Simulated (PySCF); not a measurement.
# C2H9PSn: the cost of one run

Programs: PySCF 2.14.0, with routines of our own; each step states its level. All values are computed. Atoms count from 0.

## 1. The system as given

13 atoms, charge 0, multiplicity 1; geometry from: GFN2-xTB.

## 2. Optimising the geometry at PBE0-D3(BJ)/def2-SVP

Job settings and geometry (Å):

```
{"job": {"xc": "PBE0", "basis": "def2-SVP", "d3": "d3bj", "grid": 1, "maxiter": 30, "shake": 0.01, "kind": "geom"}, "charge": 0, "multiplicity": 1}
C     -2.100990    -0.278870    -0.540130
C     -0.802930    -0.828090    -0.090610
Sn     0.726090     0.706230     0.218120
P      2.983630    -0.199810     0.991530
H     -2.853060    -1.062260    -0.664390
H     -2.025850     0.254580    -1.504320
H     -2.498460     0.459450     0.176680
H     -0.902900    -1.351540     0.847640
H     -0.424050    -1.530670    -0.801660
H      0.193470     1.804980     1.404800
H      0.827100     1.707180    -1.144910
H      3.626010     0.987060     0.776380
H      3.257750    -0.685110    -0.263210
```

Run with:

```sh
$ OMP_NUM_THREADS=1 python heavy_run.py task.json out
```

This one command runs all jobs of the session in turn.

Q: Estimate the wall time and peak memory of this first job on 1 thread of Arm Neoverse V2, shared host.

About 30 s, with a peak of 0.49 GiB.
